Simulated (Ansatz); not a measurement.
**GdMn (CsCl type): how the settings move a single-point run**

Question: which choices in the input matter for GdMn (CsCl type)?

Computed with Ansatz 0.2.0 (reference: DFT PBE+U, scalar-relativistic, plane waves, PAW, unless a step's input says otherwise).

2 further runs of the same task are left out: 2 that didn't finish. Runs told in other sessions of the task aren't counted.

## (1) The structure to begin with

The structure is cubic, space group Pm-3m (No. 221). Conventional cell: a = 3.562 Å, b = 3.562 Å, c = 3.562 Å, α = 90.00°, β = 90.00°, γ = 90.00°. Around Gd (site symmetry m-3m) lie 8 Mn at 3.09 Å. Around Mn (site symmetry m-3m) lie 8 Gd at 3.09 Å.

Structure file:

```
Gd Mn
1.0
     3.56237    0.00000    0.00000
     0.00000    3.56237    0.00000
     0.00000    0.00000    3.56237
Gd Mn
1 1
Direct
  0.00000 0.00000 0.00000
  0.50000 0.50000 0.50000
```

## (2) Baseline

input.yaml reads:

```yaml
crystal:
  lattice:
    - [3.5623726939, 0.0, 0.0]
    - [0.0, 3.5623726939, 0.0]
    - [0.0, 0.0, 3.5623726939]
  atoms:
    - { symbol: Gd, position: [0.0, 0.0, 0.0], spin: 8.1 }
    - { symbol: Mn, position: [0.5, 0.5, 0.5], spin: -3.91 }
basis:
  ecutwfc: 420
  ecutrho_ratio: 4
kpoints:
  mp_grid: { grid: [8, 8, 8] }
  band_path:
    path:
      - [[0.0, 0.0, 0.0], [0.0, 0.5, 0.0], [0.5, 0.5, 0.0], [0.0, 0.0, 0.0], [0.5, 0.5, 0.5], [0.0, 0.5, 0.0]]
      - [[0.5, 0.5, 0.5], [0.5, 0.5, 0.0]]
    npoints: 14
hamiltonian:
  xc: pbe
  hubbard: { sites: [{ species: Gd, l: f, u_eff: 6.0 }] }
scf:
  occupations: { method: gaussian, width: 0.05 }
  lower_state_search: "off"
  n_extra_bands: 20
output:
  forces: true
  stress: true
  eigenvalues: true
  populations: true
  hubbard: { sites: [{ species: Gd, l: f }] }
  dos: { projected: true, de: 0.02, nscf_kmesh: { grid: [12, 12, 12] } }
  bader: true
  write_density: true
  write_potential: true
  elf: true
  volumetric_format: npy
magnetization:
  spin_polarized: true
checkpoint:
  read: start.run
  write: ck
  compress: false
  write_wavefunctions: false
  write_every: 100000
```

Started as:

```bash
> ansatz run input.yaml --threads 2 --pin off --max-ram 2662MiB --backend cpu --events-out ev --progress --plain --runs-dir out
```

## (3) Changed: mp_grid.shift [0.5, 0.5, 0.5], dispersion d3bj, occupations.method methfessel_paxton, occupations.width 0.2, lower_state_search left out

input.yaml reads:

```yaml
crystal:
  lattice:
    - [3.5623726939, 0.0, 0.0]
    - [0.0, 3.5623726939, 0.0]
    - [0.0, 0.0, 3.5623726939]
  atoms:
    - { symbol: Gd, position: [0.0, 0.0, 0.0], spin: 7.0 }
    - { symbol: Mn, position: [0.5, 0.5, 0.5], spin: -3.5 }
basis:
  ecutwfc: 420
  ecutrho_ratio: 4
kpoints:
  mp_grid: { grid: [8, 8, 8], shift: [0.5, 0.5, 0.5] }
hamiltonian:
  xc: pbe
  hubbard: { sites: [{ species: Gd, l: f, u_eff: 6.0 }] }
  dispersion: d3bj
scf:
  occupations: { method: methfessel_paxton, width: 0.2 }
output:
  forces: true
  stress: true
  write_density: true
  write_potential: true
  elf: true
  volumetric_format: npy
magnetization:
  spin_polarized: true
```

## (4) Changed: starting moments, mp_grid.grid [4, 4, 4], lower_state_search left out

input.yaml reads:

```yaml
crystal:
  lattice:
    - [3.5623726939, 0.0, 0.0]
    - [0.0, 3.5623726939, 0.0]
    - [0.0, 0.0, 3.5623726939]
  atoms:
    - { symbol: Gd, position: [0.0, 0.0, 0.0], spin: 7.0 }
    - { symbol: Mn, position: [0.5, 0.5, 0.5], spin: 3.5 }
basis:
  ecutwfc: 420
  ecutrho_ratio: 4
kpoints:
  mp_grid: { grid: [4, 4, 4] }
hamiltonian:
  xc: pbe
  hubbard: { sites: [{ species: Gd, l: f, u_eff: 6.0 }] }
scf:
  occupations: { method: gaussian, width: 0.05 }
output:
  forces: true
  stress: true
  write_density: true
  write_potential: true
  elf: true
  volumetric_format: npy
magnetization:
  spin_polarized: true
```

## (5) Changing settings: mp_grid.grid [12, 12, 12], occupations.method tetrahedron_uncorrected, width left out, lower_state_search left out

input.yaml reads:

```yaml
crystal:
  lattice:
    - [3.5623726939, 0.0, 0.0]
    - [0.0, 3.5623726939, 0.0]
    - [0.0, 0.0, 3.5623726939]
  atoms:
    - { symbol: Gd, position: [0.0, 0.0, 0.0], spin: 7.0 }
    - { symbol: Mn, position: [0.5, 0.5, 0.5], spin: -3.5 }
basis:
  ecutwfc: 420
  ecutrho_ratio: 4
kpoints:
  mp_grid: { grid: [12, 12, 12] }
hamiltonian:
  xc: pbe
  hubbard: { sites: [{ species: Gd, l: f, u_eff: 6.0 }] }
scf:
  occupations: { method: tetrahedron_uncorrected }
output:
  forces: true
  stress: true
magnetization:
  spin_polarized: true
```

## (6) A run with other settings

input.yaml reads:

```yaml
crystal:
  lattice:
    - [3.5623726939, 0.0, 0.0]
    - [0.0, 3.5623726939, 0.0]
    - [0.0, 0.0, 3.5623726939]
  atoms:
    - { symbol: Gd, position: [0.0, 0.0, 0.0], spin: 7.0 }
    - { symbol: Mn, position: [0.5, 0.5, 0.5], spin: -3.5 }
basis:
  ecutwfc: 420
  ecutrho_ratio: 4
kpoints:
  mp_grid: { grid: [8, 8, 8] }
hamiltonian:
  xc: pbe
  hubbard: { sites: [{ species: Gd, l: f, u_eff: 6.0 }] }
scf:
  occupations: { method: tetrahedron }
  convergence: { dr2_threshold: 0.0001 }
output:
  forces: true
  stress: true
magnetization:
  spin_polarized: true
```

## (8) Changing settings: mixing.algorithm anderson, mixing.beta 0.1, mixing.ndim 2, dr2_threshold 1.0e-05, accuracy high, lower_state_search left out

input.yaml reads:

```yaml
crystal:
  lattice:
    - [3.5623726939, 0.0, 0.0]
    - [0.0, 3.5623726939, 0.0]
    - [0.0, 0.0, 3.5623726939]
  atoms:
    - { symbol: Gd, position: [0.0, 0.0, 0.0], spin: 7.0 }
    - { symbol: Mn, position: [0.5, 0.5, 0.5], spin: -3.5 }
basis:
  ecutwfc: 420
  ecutrho_ratio: 4
kpoints:
  mp_grid: { grid: [8, 8, 8] }
hamiltonian:
  xc: pbe
  hubbard: { sites: [{ species: Gd, l: f, u_eff: 6.0 }] }
scf:
  occupations: { method: gaussian, width: 0.05 }
  mixing: { algorithm: anderson, beta: 0.1, ndim: 2 }
  convergence: { dr2_threshold: 1.0e-05 }
output:
  forces: true
  stress: true
magnetization:
  spin_polarized: true
accuracy: high
```

(Steps that only read results are left out.)

Q: Predict the outcome of this session. Wanted: for each run, ending; energy change; pressure; gap; abs. moment; force.

**Answer**, as computed:

```csv
run,ending,energy change,pressure (GPa),gap (eV),abs. moment (μB),force (eV/Å),cycles,time
reference,converged,0,0.0,0.00,11.33,0.00,-,11 s
"1: mp_grid.shift [0.5, 0.5, 0.5], dispersion d3bj, occupations.method methfessel_paxton, occupations.width 0.2, lower_state_search left out",converged,-382.3 meV/atom (σ→0) (dispersion and other settings together),-2.3,0.00,11.32,0.00,15,4.7 s
"2: starting moments, mp_grid.grid [4, 4, 4], lower_state_search left out",converged,-21.8 meV/atom,1.5,0.00,11.35,0.00,30,4.1 s
"3: mp_grid.grid [12, 12, 12], occupations.method tetrahedron_uncorrected, width left out, lower_state_search left out",converged,+13.5 meV/atom (σ→0),0.2,0.00,11.32,0.00,14,9.3 s
"4: occupations.method tetrahedron, dr2_threshold 0.0001, width left out, lower_state_search left out",converged,-4.4 meV/atom (σ→0),0.0,0.00,11.33,0.00,12,4.4 s
"5: mixing.algorithm anderson, mixing.beta 0.1, mixing.ndim 2, dr2_threshold 1.0e-05, accuracy high, lower_state_search left out",converged,0.0 meV/atom,0.0,0.00,11.33,0.00,36,11 s
```

Times don't compare one to one where runs were asked for different outputs or read a saved state (see the inputs); cycles may leave out searches for a lower state.

Residual by cycle in the longest SCF loop of each run; runs are numbered as in the table. The quantity is the density residual dr2, in eV.

```csv
cycle,reference,run 1,run 2,run 3,run 4,run 5
1,4.0e-8,5.3e-4,8.5e-6,6.22,6.35,1.7e-4
3,-,8.6e-4,2.2e-5,0.372,0.371,2.2e-4
5,-,1.2e-5,0.113,0.0952,0.102,9.9e-6
7,-,8.6e-7,8.74,0.00509,0.00366,1.2e-5
9,-,-,0.0638,0.112,0.085,1.2e-5
11,-,-,0.106,3.5e-5,2.3e-5,1.3e-5
12,-,-,0.144,1.8e-5,1.5e-5,1.2e-5
14,-,-,0.0754,5.0e-8,-,7.1e-6
16,-,-,0.00168,-,-,1.9e-6
18,-,-,2.3e-4,-,-,1.1e-6
20,-,-,3.2e-7,-,-,9.1e-7
22,-,-,1.3e-8,-,-,-
```

The table holds what each change does; none stands out.
